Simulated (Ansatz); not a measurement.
# CH3ClOSi: short molecular-dynamics run, by script

How does CH3ClOSi move over a short run? Aim: a short molecular-dynamics run, for CH3ClOSi, run from a script. SMILES: Cl[SiH]1CO1.

Computed with Ansatz 0.2.0 through its Python package. Level of theory: BLYP+D4/6-31G.

## (1) The system

Bond lengths: Cl1–Si2 2.080 Å, Si2–C3 1.840 Å, Si2–O4 1.701 Å, C3–O4 1.482 Å, Si2–H5 1.472 Å, C3–H6 1.094 Å, C3–H7 1.038 Å. Angles: Cl1–Si2–C3 117.3°, Cl1–Si2–O4 102.3°, Cl1–Si2–H5 116.0°, C3–Si2–O4 49.3°, C3–Si2–H5 125.6°, O4–Si2–H5 108.8°, Si2–C3–O4 60.5°, Si2–C3–H6 117.0°, Si2–C3–H7 118.7°, O4–C3–H6 113.5°, O4–C3–H7 119.0°, H6–C3–H7 116.4°, Si2–O4–C3 70.2°.

The script holds or builds the structure itself.

## (2) Script

Contents of run_md.py:

```python
"""A short Born-Oppenheimer trajectory of CH3ClOSi."""

import logging
import sys

import ansatz as az
import numpy as np

logging.basicConfig(stream=sys.stdout, format="[%(levelname)s] %(message)s")
logger = logging.getLogger("ch3closi")
logger.setLevel(logging.INFO)

GEOMETRY = """
Cl    1.30910   -1.80130   -1.13750
Si   -0.18730   -0.83720   -0.06200
C    -0.16230    1.00240   -0.04410
O     0.69970    0.25110    0.89910
H    -1.00330   -1.69130    0.81680
H     0.39590    1.49990   -0.84260
H    -0.99050    1.50850    0.32460
"""


def main() -> None:
    geometry = az.Crystal.molecule()
    for line in GEOMETRY.strip().splitlines():
        symbol, *xyz = line.split()
        geometry = geometry.atom(symbol, [float(v) for v in xyz])

    job = (
        geometry.calculation()
        .basis(gaussian="6-31G")
        .functional("blyp", dispersion="d4")
    )
    symbols = [site.symbol for site in geometry.cartesian_sites]
    start = np.array([site.position_ang for site in geometry.cartesian_sites], dtype=float)
    report = job.relax(force_tolerance=0.02).run().report
    end = np.array(report["positions_ang"])
    minimum = az.Crystal.molecule()
    for symbol, place in zip(symbols, end):
        minimum = minimum.atom(symbol, place.tolist())

    # dynamics from the relaxed geometry
    job = (
        minimum.calculation()
        .basis(gaussian="6-31G")
        .functional("blyp", dispersion="d4")
        .md("nve", timestep=0.25, steps=30, temperature=200, initial_velocities="maxwell_boltzmann", seed=97)
    )
    frames = []
    out = job.session().plan().execute(on_event=lambda e: frames.append(e["data"]) if e["event"] == "md_step" else None)
    logger.info("t (fs)   E_pot (eV)      E_kin (eV)   T (K)   d(0-1) (A)")
    for f in frames[::2]:
        xyz = np.array(f["positions_ang"])
        logger.info(f"{f['time_fs']:6.2f} {f['lagrangian_ev']:14.5f} {f['e_kin_ev']:10.5f} {f['temperature_k']:8.1f} {np.linalg.norm(xyz[0] - xyz[1]):9.4f}")
    kept = np.array([f["conserved_ev"] for f in frames])
    logger.info(f"conserved energy moves by at most {1000 * np.ptp(kept):.3f} meV")
    symbols = [site.symbol for site in geometry.cartesian_sites]
    with open("last_frame.xyz", "w") as handle:
        handle.write(f"{len(symbols)}\nt = {frames[-1]['time_fs']} fs\n")
        handle.writelines("{:2s} {:10.5f} {:10.5f} {:10.5f}\n".format(s, *xyz) for s, xyz in zip(symbols, frames[-1]["positions_ang"]))


if __name__ == "__main__":
    main()
```

## (3) The input behind the calls

The engine receives this input (first run):

```yaml
crystal:
  periodic: [false, false, false]
  atoms:
    - { symbol: Cl, position_ang: [1.3091, -1.8013, -1.1375] }
    - { symbol: Si, position_ang: [-0.1873, -0.8372, -0.062] }
    - { symbol: C, position_ang: [-0.1623, 1.0024, -0.0441] }
    - { symbol: O, position_ang: [0.6997, 0.2511, 0.8991] }
    - { symbol: H, position_ang: [-1.0033, -1.6913, 0.8168] }
    - { symbol: H, position_ang: [0.3959, 1.4999, -0.8426] }
    - { symbol: H, position_ang: [-0.9905, 1.5085, 0.3246] }
basis:
  gaussian:
    orbitals: "6-31G"
hamiltonian:
  xc: blyp
  dispersion: d4
relax:
  f_tol: 0.02
```

## (4) Running it

Launch:

```
python run_md.py
```

Q: Predict the main results. Wanted: moves of the relaxation of run 1; energy gained in run 1; last largest force component of run 1; mean temperature, second half; farthest move; largest change of the conserved energy.

**Answer**, as computed:

| quantity | value |
| --- | --- |
| runs compared | 2 |
| moves of the relaxation of run 1 | 5 |
| energy gained in run 1 | 0.584 eV |
| last largest force component of run 1 | 0.0142 eV/Å |
| length of the run | 30 steps, 8 fs |
| mean temperature, second half | 111 K |
| farthest move | 0.21 Å |
| largest change of the conserved energy | 0.01 meV/atom |

Run 1: After 5 moves the largest shift is 0.251 Å, of atom 4 (O). The temperature swings between 70 and 200 K, with a mean of 111 K in the second half; from a start near a minimum about half of the kinetic energy passes into potential energy. The conserved energy stays within 0.01 meV/atom, so the time step holds. A run of 8 fs is far too short for averages. What to keep in mind:
- The trajectory is only some femtoseconds long, and gives no averages; where the script doesn't relax first, it starts from a rough generated geometry.
- The temperature counts the internal degrees of freedom alone.
